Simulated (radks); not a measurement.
**Zr⁴⁺ in [Kr]: an all-electron calculation**

Aim: the levels, the sizes of the orbitals and the parts of the energy of the zirconium ion Zr4+.

Program: radks (a radial shooting solver on a logarithmic mesh, Libxc functionals) version 1. Level of theory: Dirac Kohn-Sham, PBEsol, spin-unpolarised, spherical densities, point nucleus. These are calculated values, not measurements, unless marked.

## (1) Starting point

- element: zirconium (Z = 40)
- charge: +4
- electrons: 36
- configuration: [Kr]

Outer shells as boxes (Hund's rule):

Zr⁴⁺
```
[Ar] core
3d [↑↓][↑↓][↑↓][↑↓][↑↓]
4s [↑↓]
4p [↑↓][↑↓][↑↓]
```

## (2) The run

Input:

```text
Z 40
configuration [Kr] 5s0 4d0 5p0 4f0
relativity Dirac
functional pbe_sol,pbe_sol
spin unpolarised
j_filling energy
nucleus point
c 137.035999084
```

Q: Predict the outcome of this run.

The runs gave:

```
                        quantity                   value
                    total energy     -3594.08411 hartree
exchange-correlation share of it                  3.08 %
                            −T/E                  1.0334
          highest occupied level       4p3/2, -72.146 eV
    most extended occupied level  4p3/2, <r> = 1.32 bohr
 radius at density 0.001 e/bohr³               2.89 bohr
    maxima of the radial density                       3
         ionisation energy, NIST    80.35 (semi-emp.) eV
```

**Reading.** The radial density shows 3 maxima for 4 occupied principal shells; where shells overlap, one shows as a shoulder or not at all. Relativity lifts −T/E to 1.033. The top level binds by 72.146 eV, 90 % of the NIST ionisation energy of 80.35 eV; the potential of a semilocal functional falls off too fast, so its top eigenvalue is too shallow. 
